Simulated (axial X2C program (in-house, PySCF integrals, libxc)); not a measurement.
**A two-component session on TeB: properties at the nuclei**

Wanted for TeB: properties at the nuclei, at the two-component level.

Program: an in-house X2C program for linear molecules on PySCF integrals. Level of theory: two-component X2C with atomic mean-field terms, Te dyall-cv3z, B dyall-v3z. These are calculated values, not measurements.

## Step 1: Set-up

Input file task.json:

```json
{"zs": [52, 5], "q": 0, "bas": ["dyall-cv3z", "dyall-v3z"], "r0": 2.06, "levels": ["PBE0", "HF", "TPSSh", "PBE50", "LDA"], "nst": 3}
```

Keys: zs atomic numbers; q charge; bas basis sets; r0 starting distance in Å; levels methods (HF also brings MP2); nst determinants followed.

Command:

```console
$ python soeom.py task.json out
```

The runs that follow: Expectation values, lowest determinant; Expectation values, a higher determinant.

What does the calculation give? Wanted: lowest determinant; Eeff magnitude; Ws magnitude Te; A∥/gI Te; qzz Te; higher determinant (for each run or level that gives them).

The runs gave:

| quantity | value |
| --- | --- |
| lowest determinant | Ω = 1/2 (excess of +ω over −ω: ω = 1/2) |
| Eeff magnitude (GV/cm), PBE0 | 2.09 |
| Ws magnitude Te (kHz), PBE0 | 2.36 |
| A∥/gI Te (MHz), PBE0 | 249 |
| qzz Te (a.u.), PBE0 | 2.28 |
| higher determinant | Ω = 3/2 (excess of +ω over −ω: ω = 3/2) |
| Eeff magnitude (GV/cm), PBE0, higher determinant | 0.915 |
| Ws magnitude Te (kHz), PBE0, higher determinant | 0.276 |
| A∥/gI Te (MHz), PBE0, higher determinant | 493 |
| qzz Te (a.u.), PBE0, higher determinant | -5.21 |

In words: In the first state, the effective field runs from 0.86 to 2.14 GV/cm over the mean-field levels, so the levels don't agree on it. The expectation values come from single determinants, which for open shells can mix terms of unlike spin or miss the lowest Ω, so a determinant need not be a state. Eeff is the effective electric field on the electron dipole moment in this Ω state and Ws the scalar–pseudoscalar constant (defined with the proton number Z and per Ω); A∥ is the parallel hyperfine constant, which follows by multiplying with the nuclear g factor gI = μI/(I μN); qzz is the electric field gradient, eQq0 = 234.96 MHz × Q/barn × qzz; μ is positive if B is the positive end. The operators were transformed with the bare-nucleus X2C matrices.
